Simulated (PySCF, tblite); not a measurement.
# C6H7PS: geometry, infrared bands and NMR shifts

Aim: predict the infrared bands and NMR shifts of C6H7PS (`C=Cc1pc(C)cs1`).

The runs use tblite 0.8.0 and PySCF 2.14.0, with density-fitted response routines of our own; the level of theory stands in each step. All values are computed, except where a source is named. Atoms count from 0, in the outputs and in this text.

### Step 1. The molecule as given

15 atoms, charge 0, multiplicity 1; geometry from: force field or distance geometry start.

Bonds of the start (Å): C0–C1 1.34, C1–C2 1.44, C2–P3 1.87, P3–C4 1.86, C4–C5 1.49, C4–C6 1.38, C6–S7 1.72, S7–C2 1.72, C0–H8 1.09, C0–H9 1.10, C1–H10 1.08, C5–H11 1.10, C5–H12 1.10, C5–H13 1.10, C6–H14 1.08.

### Step 2. Geometry optimisation with GFN2-xTB

The job: settings as JSON, then the geometry in Å.

```
{"job": {"kind": "relax", "xc": "GFN2-xTB", "basis": "xTB"}, "charge": 0, "multiplicity": 1}
C     -3.444800    -0.351800     0.237600
C     -2.426600     0.467100    -0.040400
C     -1.039600     0.080200     0.067400
P      0.231000     1.377500    -0.365200
C      1.561600     0.139100     0.010200
C      2.970600     0.595200    -0.164800
C      1.190400    -1.129700     0.400600
S     -0.483600    -1.480500     0.546100
H     -3.335900    -1.382800     0.557700
H     -4.475200     0.017000     0.145900
H     -2.653800     1.478400    -0.344500
H      3.192200     1.432300     0.507500
H      3.674400    -0.207700     0.086100
H      3.171700     0.906800    -1.197100
H      1.863200    -1.933100     0.646200
```

The run is started by

```bash
$ OMP_NUM_THREADS=1 python probes_run.py task.json out
```

This one command runs all jobs of the session in turn.

**Question.** This job is followed by: GFN2-xTB harmonic vibrations, gas phase; GIAO PBE0/pcSseg-1 NMR shielding, non-relativistic, gas phase. What will the session give for the following? strongest single infrared mode (GFN2-xTB); zero-point energy (GFN2-xTB); 13C shifts against TMS (PBE0/pcSseg-1); 1H shifts against TMS (PBE0/pcSseg-1, means over atoms taken as alike); 31P shifts against H3PO4 (PBE0/pcSseg-1); 33S shifts against CS2 (PBE0/pcSseg-1); surface potential, 1st and 99th percentile.

As calculated:

| quantity | value |
| --- | --- |
| strongest single infrared mode (GFN2-xTB) | 3139 cm⁻¹, 39 km/mol |
| zero-point energy (GFN2-xTB) | 68.3 kcal/mol |
| 13C shifts against TMS (PBE0/pcSseg-1) | 197.4, 166.3, 141.1, 137.7, 117.7, 21.7 ppm |
| 1H shifts against TMS (PBE0/pcSseg-1, means over atoms taken as alike) | 7.44, 7.41, 6.19, 5.38, 2.75 ppm |
| 31P shifts against H3PO4 (PBE0/pcSseg-1) | 249.0 ppm |
| 33S shifts against CS2 (PBE0/pcSseg-1) | 290 ppm |
| surface potential, 1st and 99th percentile | -0.62 V and 1.10 V |

What this shows: The optimisation took 27 steps and gained 0.416 eV; among the close pairs (by a distance rule), C2–P3 changed most, from 1.867 to 1.725 Å. All 39 modes are real, so the xTB geometry is a minimum. The strongest single mode, at 3139 cm⁻¹, moves mainly H9. Unscaled tight-binding wavenumbers are off by several per cent, some by more. Its intensities can rank the bands wrongly. At PBE0/pcSseg-1: The widest tensor belongs to P3: span 538 ppm, with a paramagnetic part of -901 ppm. NICS(1)zz of -20 ppm above the planar ring from C2 marks a diatropic (aromatic) ring current. At PBE0/pcSseg-1, counted by nearest atom on the grid, the HOMO lies on P3 22 %; C0, C2 about 20 % each, the LUMO on P3 28 %; C2 19 %.
